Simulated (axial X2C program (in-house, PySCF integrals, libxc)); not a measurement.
# Linear BrAsBr⁻ at several levels

The task here is to estimate one member of a computed series from the others.

Method: all-electron X2C, two-component (2c) or spin-free, Br dyall-av3z, As dyall-v3z; program: an in-house X2C program for linear molecules on PySCF integrals.

All values are calculated.

2 further runs of the same task are left out: 2 set aside as unsound or not needed.

Set-up of the first run:

task.json

```json
{"zs": [35, 33, 35], "q": -1, "bas": ["dyall-av3z", "dyall-v3z", "dyall-av3z"], "r0": [2.35, 2.35], "symm": 1, "scan": ["PBE0", "HF", "PBE"], "levels": ["PBE0", "HF", "PBE"], "nst": 2}
```

Keys: zs atomic numbers; q charge; bas basis sets; r0 starting distance in Å; symm equal bonds; scan levels of the two-bond scan (MP2 follows by itself at each HF point); levels methods; nst determinants followed.

Run with:

```console
$ python solin.py task.json out
```

Masses Br 78.918, As 74.922, Br 78.918 u.

Among the steps run: Scan at PBE0, 2c; Scan at HF, 2c; Scan at PBE, 2c.

One of the session's tables, all rows but one given; the rest of the session is left out.

| level | r(Br–As) (Å) | r(As–Br) (Å) | lower stretch (cm⁻¹) | upper stretch (cm⁻¹) |
| --- | --- | --- | --- | --- |
| PBE0, 2c | 2.616 | 2.616 | 146.5 | 164.2 |
| HF, 2c | 2.698 | 2.698 | 86.7 | 144.8 |
| PBE, 2c | 2.633 | 2.633 | 142.5 | 170.1 |
| MP2, 2c | 2.627 | 2.627 | 148.8 | 158.4 |
| PBE0, spin-free | ? | ? | ? | ? |
| HF, spin-free | 2.696 | 2.696 | 86.9 | 145.1 |
| PBE, spin-free | 2.631 | 2.631 | 142.8 | 170.4 |
| MP2, spin-free | 2.626 | 2.626 | 149.0 | 158.5 |

Estimate the missing values for PBE0, spin-free.

**Answer.** r(Br–As) (Å): 2.614; r(As–Br) (Å): 2.614; lower stretch (cm⁻¹): 146.8; upper stretch (cm⁻¹): 164.4. In the column «r(Br–As) (Å)» it is the lowest.

Scans not shown above were run alike.

Caveats from the session: For an anion the highest level of a functional can be positive, and the basis then holds the extra electron. The molecule was held linear; bending was not examined, so a bent shape may lie lower.
